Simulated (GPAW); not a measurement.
# Ir: single point with revPBE

Ir, a slab with vacuum:

```xyz
5
Lattice="2.7149 0.0000 0.0000 -1.3574 2.3511 0.0000 0.0000 0.0000 23.8667" Properties=species:S:1:pos:R:3 pbc="T T T"
Ir    1.3574    0.7837    7.5000
Ir    0.0000    1.5674    9.7167
Ir    0.0000    0.0000   11.9334
Ir    1.3574    0.7837   14.1500
Ir    0.0000    1.5674   16.3667
```

The slab is cut from a database's or a generator's crystal, which needn't be the stable form of the element.

The cell isn't the ideal one: the (1 1 1) slab of Ir, cut from the database cell, not relaxed.

```
Program             : GPAW 26.7.0
Task                : single point
Functional          : revPBE
Potentials or basis : the program's PAW data sets (release 1.2.1) made for this functional
Cutoff              : 450 eV
Basis               : pw
k mesh              : 11 × 11 × 1
Occupations         : fermi-dirac, width 0.05 eV
Spin                : no spin polarisation
Maxiter             : 150
Dipole layer        : yes
```

* Largest force: 0.283 eV/Å
* Band gap on the k mesh: none (metal or under the smearing width)
* Dipole across the slab: 0.00 e·Å
* Work function of the upper face: 5.37 eV
* Work function of the lower face: 5.37 eV

Forces in eV/Å, atoms in the order of the input:
```
Ir   0.000  0.000 -0.059
Ir   0.000  0.000 -0.283
Ir   0.000  0.000  0.000
Ir   0.000  0.000  0.283
Ir   0.000  0.000  0.059
```

Levels at points of the mesh, in eV from the Fermi level:
```csv
k point,band 34,band 35,band 36,band 37,band 38,band 39,band 40,band 41
"(0.00, 0.00, 0.00)",-2.59,-1.19,-1.19,-1.01,-1.01,-0.45,-0.45,-0.43
```

Wall time 90 s on 1 thread of Arm Neoverse V1, on a shared host, peak memory 0.23 GiB.

The run has no spin-orbit coupling, so splittings on Ir are missing.
